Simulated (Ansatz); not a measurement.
# CH3NOSi: a ladder of functionals and wavefunction methods

An exercise on one series of results from a longer session: the logs are not shown, and one member is left open.

The runs use Ansatz 0.2.0, Gaussian basis; functionals in def2-TZVPP, the program's frozen cores in correlated methods.

The runs, in order: LDA (SPW92), PBE-D4, revPBE-D4, BLYP-D4, r2SCAN-D4, B97M-V, PBE0-D4, B3LYP-D4, r2SCANh-D4, r2SCAN0-D4, HSE06-D4, BHLYP-D4, CAM-B3LYP-D4, LC-ωPBE, ωB97X-V, ωB97M-V, B2PLYP, PBE-QIDH; CCSD(T)/def2-SVP; CCSD(T)/def2-TZVPP; MP2/def2-QZVPP; extrapolation to the limit; RPA on PBE.

## Structure used throughout

All runs share one geometry, relaxed beforehand with PBE0-D4 in a triple-zeta def2 set.

SMILES `O=C=N[SiH3]`, 7 atoms, charge 0, spin multiplicity 1.

Atoms are counted from 1 here; the program's logs count them from 0.

Bond lengths: O1–C2 1.165 Å, C2–N3 1.190 Å, N3–Si4 1.705 Å, Si4–H5 1.482 Å, Si4–H6 1.482 Å, Si4–H7 1.482 Å. Angles: O1–C2–N3 180.0°, C2–N3–Si4 179.9°, N3–Si4–H5 108.9°, N3–Si4–H6 108.9°, N3–Si4–H7 108.9°, H5–Si4–H6 110.0°, H5–Si4–H7 110.0°, H6–Si4–H7 110.0°.

Geometry (Å):

```mol
CH3NOSi
  3D, bonds by distance, orders not assigned

  7  6  0  0  0  0  0  0  0  0999 V2000
    1.1589   -2.4161    1.4292 O   0  0
    0.7166   -1.4908    0.8764 C   0  0
    0.2647   -0.5455    0.3114 N   0  0
   -0.3831    0.8101   -0.4954 Si  0  0
    0.7284    1.5984   -1.0772 H   0  0
   -1.1347    1.6347    0.4794 H   0  0
   -1.2895    0.3411   -1.5695 H   0  0
  1  2  8  0
  2  3  8  0
  3  4  8  0
  4  5  8  0
  4  6  8  0
  4  7  8  0
M  END
```

The first run:

Contents of in.yaml:

```yaml
crystal:
  periodic: [false, false, false]
  atoms:
    - {symbol: O, position_ang: [1.158912, -2.416144, 1.429204]}
    - {symbol: C, position_ang: [0.716576, -1.490786, 0.876393]}
    - {symbol: N, position_ang: [0.264667, -0.545476, 0.311380]}
    - {symbol: Si, position_ang: [-0.383052, 0.810077, -0.495422]}
    - {symbol: H, position_ang: [0.728421, 1.598408, -1.077166]}
    - {symbol: H, position_ang: [-1.134694, 1.634736, 0.479390]}
    - {symbol: H, position_ang: [-1.289530, 0.341086, -1.569478]}
basis:
  gaussian: {orbitals: def2-TZVPP}
hamiltonian: {xc: lda}
output: {orbitals: {seedname: orbitals}}
```

Steps of the session up to this table: LDA; PBE-D4 (GGA); revPBE-D4 (GGA); BLYP-D4 (GGA); r2SCAN-D4 (meta-GGA); B97M-V (meta-GGA); PBE0-D4 (hybrid); B3LYP-D4 (hybrid); r2SCANh-D4 (hybrid); r2SCAN0-D4 (hybrid); HSE06-D4 (hybrid); BHLYP-D4 (hybrid); CAM-B3LYP-D4 (range-separated); LC-ωPBE-D4 (range-separated; the results give it without D4); ωB97X-V (range-separated); ωB97M-V (range-separated); B2PLYP (double hybrid); PBE-QIDH (double hybrid).

One table of the session follows, with a row left open; its other results are not shown here.

It belongs to the step «Orbital energies across the functionals». 

| functional | HOMO (eV) | gap (eV) |
| --- | --- | --- |
| LDA (SPW92) | -7.49 | 6.54 |
| PBE-D4 | -7.33 | 6.60 |
| revPBE-D4 | -7.27 | 6.64 |
| BLYP-D4 | -7.21 | 6.58 |
| r2SCAN-D4 | -7.65 | 7.40 |
| B97M-V | -7.71 | 7.15 |
| PBE0-D4 | -8.71 | 8.81 |
| B3LYP-D4 | -8.48 | 8.34 |
| r2SCANh-D4 | -8.16 | 8.18 |
| r2SCAN0-D4 | ? | ? |
| HSE06-D4 | -8.31 | 8.03 |
| BHLYP-D4 | -10.00 | 10.86 |
| CAM-B3LYP-D4 | -10.07 | 11.08 |
| LC-ωPBE | -11.39 | 13.62 |
| ωB97X-V | -11.04 | 13.11 |
| ωB97M-V | -10.93 | 12.62 |

Q: Estimate the row for r2SCAN0-D4 from the others.

Worked estimate for «HOMO (eV)». Against the share of exact exchange, r2SCAN-D4 (0, -7.65), r2SCANh-D4 (0.1, -8.16) give a slope of -5.10 per unit share; at 0.25 the line stands at -8.92.

The run gave: HOMO (eV): -8.93; gap (eV): 9.34. In «HOMO (eV)» the line misses by +0.01.
